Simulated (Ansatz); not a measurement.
# C2H2BFO: two geometries relaxed

All numbers below are computed with Ansatz 0.2.0 (RKS B3LYP/def2-SVP).

## 1. The starting structure

Bond lengths: C1–C2 1.245 Å, C2–B3 1.557 Å, B3–O4 1.400 Å, B3–F5 1.442 Å, C1–H6 1.019 Å, O4–H7 0.957 Å. Angles: C1–C2–B3 178.0°, C2–C1–H6 173.7°, C2–B3–O4 119.5°, C2–B3–F5 119.3°, O4–B3–F5 121.0°, B3–O4–H7 110.3°.

Coordinates:

```xyz
7

C     0.6735   -0.1961    1.8310
C     0.1977    0.0861    0.7158
B    -0.3706    0.3960   -0.7007
O    -0.9585   -0.6316   -1.4484
F    -0.1832    1.7105   -1.2631
H     0.9969   -0.3463    2.7859
H    -0.2945   -1.0866   -1.9661
```

## 2. End point A

input.yaml

```yaml
crystal:
  periodic: [false, false, false]
  atoms:
    - { symbol: C, position_ang: [0.6735, -0.1961, 1.831] }
    - { symbol: C, position_ang: [0.1977, 0.0861, 0.7158] }
    - { symbol: B, position_ang: [-0.3706, 0.396, -0.7007] }
    - { symbol: O, position_ang: [-0.9585, -0.6316, -1.4484] }
    - { symbol: F, position_ang: [-0.1832, 1.7105, -1.2631] }
    - { symbol: H, position_ang: [0.9969, -0.3463, 2.7859] }
    - { symbol: H, position_ang: [-0.2945, -1.0866, -1.9661] }
basis:
  gaussian: { orbitals: def2-SVP }
hamiltonian:
  xc: b3lyp
relax:
  f_tol: 0.015
  max_steps: 40
output:
  orbitals: {}
```

The run is started by

```
ansatz run input.yaml --threads 1 --pin off --max-ram 2048MiB --backend cpu --events-out ev --progress --plain --runs-dir out
```

Q: Estimate wall time and peak memory on 1 thread of Intel Xeon Platinum 8488C (Sapphire Rapids), shared host.

About 59 s, with a peak of 0.17 GiB.
